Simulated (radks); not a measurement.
# Valence configurations of Rh

Aim: which of several valence configurations of Rh lies lowest at this level, and whether it is the one NIST lists ([Kr] 4d8 5s1).

Method: scalar-relativistic Kohn-Sham, PBE, spin-polarised, spherical densities, point nucleus; open shells are filled with parallel spins first. Code: radks (a radial shooting solver on a logarithmic mesh, Libxc functionals) version 1.

**1. The system**

| Property | Result |
| --- | --- |
| element | rhodium (Z = 45) |
| charge | 0 |
| electrons | 45 |
| configuration | [Kr] 4d8 5s1 |
| others tried | 4d8 5p1; 4d7 5s1 5p1; 4d9; 4d6 5s1 5p2; 4d7 5s1.5 5p0.5; 4d8 5s0.5 5p0.5; 4d7 5s0.5 5p1.5; 4d7 5s2; 4d8.5 5s0.5 |

Outer shells as boxes (Hund's rule):

Rh
```
[Kr] core
4d [↑↓][↑↓][↑↓][↑ ][↑ ]
5s [↑ ]
```

**2. [Kr] 4d8 5s1**

Settings of this run:

```text
Z 45
configuration [Kr] 4d8 5s1
relativity scalar-relativistic
functional pbe,pbe
spin polarised
nucleus point
c 137.035999084
```

**3. [Kr] 4d8 5p1**

Settings of this run:

```text
Z 45
configuration [Kr] 4d8 5p1
relativity scalar-relativistic
functional pbe,pbe
spin polarised
nucleus point
c 137.035999084
```

**4. [Kr] 4d7 5s1 5p1**

Settings of this run:

```text
Z 45
configuration [Kr] 4d7 5s1 5p1
relativity scalar-relativistic
functional pbe,pbe
spin polarised
nucleus point
c 137.035999084
```

**5. [Kr] 4d9**

Settings of this run:

```text
Z 45
configuration [Kr] 4d9
relativity scalar-relativistic
functional pbe,pbe
spin polarised
nucleus point
c 137.035999084
```

**6. [Kr] 4d6 5s1 5p2**

Settings of this run:

```text
Z 45
configuration [Kr] 4d6 5s1 5p2
relativity scalar-relativistic
functional pbe,pbe
spin polarised
nucleus point
c 137.035999084
```

**7. [Kr] 4d7 5s1.5 5p0.5**

Settings of this run:

```text
Z 45
configuration [Kr] 4d7 5s1.5 5p0.5
relativity scalar-relativistic
functional pbe,pbe
spin polarised
nucleus point
c 137.035999084
```

**8. [Kr] 4d8 5s0.5 5p0.5**

Settings of this run:

```text
Z 45
configuration [Kr] 4d8 5s0.5 5p0.5
relativity scalar-relativistic
functional pbe,pbe
spin polarised
nucleus point
c 137.035999084
```

**9. [Kr] 4d7 5s0.5 5p1.5**

Settings of this run:

```text
Z 45
configuration [Kr] 4d7 5s0.5 5p1.5
relativity scalar-relativistic
functional pbe,pbe
spin polarised
nucleus point
c 137.035999084
```

**10. [Kr] 4d7 5s2**

Settings of this run:

```text
Z 45
configuration [Kr] 4d7 5s2
relativity scalar-relativistic
functional pbe,pbe
spin polarised
nucleus point
c 137.035999084
```

**11. [Kr] 4d8.5 5s0.5**

Settings of this run:

```text
Z 45
configuration [Kr] 4d8.5 5s0.5
relativity scalar-relativistic
functional pbe,pbe
spin polarised
nucleus point
c 137.035999084
```

Before running it: what results should come out? Wanted: for each run, valence; E − E(NIST configuration); moment; highest level; its energy; 1s shift.

As calculated:

```tsv
valence	E − E(NIST configuration) (eV)	moment (μB)	highest level	its energy (eV)	1s shift (eV)
4d8.5 5s0.5	-0.059	2	4d down	-4.114	+1.55
4d9	-0.006	1	4d down	-3.283	+2.94
4d8 5s1	0.000	3	5s up	-4.762	+0.00
4d8 5s0.5 5p0.5	1.849	3	5p up	-1.563	-0.88
4d7 5s2	2.005	3	5s down	-4.949	-3.73
4d7 5s1.5 5p0.5	3.624	4	5p up	-2.033	-4.48
4d8 5p1	3.761	3	5p up	-1.947	-1.67
4d7 5s1 5p1	4.987	5	5p up	-2.476	-5.08
4d7 5s0.5 5p1.5	7.255	5	5p up	-2.810	-5.81
4d6 5s1 5p2	12.163	7	5p up	-3.642	-10.37
```

Theory disagrees with NIST here: 4d8.5 5s0.5 comes out 0.059 eV lower. The energies are those of spherical high-spin densities, not of single terms. The 1s eigenvalue shifts by up to 10.37 eV as the valence charge is rearranged.
